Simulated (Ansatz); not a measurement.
# SnSe: the cost of one run

Computed with Ansatz 0.2.0 (DFT LDA, scalar-relativistic, plane waves, PAW, unless a step's input says otherwise).

## 1. The structure to begin with

Symmetry: P4/nmm, No. 129, tetragonal system. The conventional cell has a = 4.285 Å, b = 4.285 Å, c = 10.991 Å, α = 90.00°, β = 90.00°, γ = 90.00°. Around Sn (site symmetry 4mm) lie 5 Se at 2.68 to 3.03 Å. Around Se (site symmetry 4mm) lie 5 Sn at 2.68 to 3.03 Å.

Coordinates:

```
CELL_PARAMETERS angstrom
4.28533 0.00000 0.00000
0.00000 4.28533 0.00000
0.00000 0.00000 10.99069
ATOMIC_POSITIONS crystal
Sn 0.50000 0.00000 0.37223
Sn 0.00000 0.50000 0.62777
Se 0.50000 0.00000 0.61604
Se 0.00000 0.50000 0.38396
```

It goes back to an entry of the Materials Project, which need not be the stable form.

The cell is taken as given, not relaxed at this level.

## 2. The reference cell

Reference values: F = -22526.7230 eV; pressure -1.38 GPa; largest force 0.241 eV/Å; gap on the mesh 0.97 eV. It was computed beforehand with the settings of the runs below.

## 3. The scan: a tetragonal deformation path

At fixed volume and fractional coordinates, lengths along (0.000, 0.000, 1.000) are scaled against those across it; ρ is that ratio over its starting value.

## 4. ρ = 0.850

The input, input.yaml:

```yaml
crystal:
  lattice:
    - [4.5238795632, 0.0, 0.0]
    - [0.0, 4.5238795632, 0.0]
    - [0.0, 0.0, 9.862136134]
  atoms:
    - { symbol: Sn, position: [0.5, 0.0, 0.37222911] }
    - { symbol: Sn, position: [0.0, 0.5, 0.62777089] }
    - { symbol: Se, position: [0.5, 0.0, 0.61603949] }
    - { symbol: Se, position: [0.0, 0.5, 0.38396051] }
basis:
  ecutwfc: 420
kpoints:
  mp_grid: { grid: [8, 8, 4] }
hamiltonian:
  xc: lda
scf:
  occupations: { method: gaussian, width: 0.05 }
output:
  forces: true
  stress: true
  eigenvalues: true
```

The run is started by

```console
$ ansatz run input.yaml --threads 1 --pin off --max-ram 2560MiB --backend cpu --events-out ev --progress --plain --runs-dir out
```

What time and memory should one allow on 1 thread of AMD EPYC (Zen 3), shared host?

About 23 s, with a peak of 0.56 GiB.
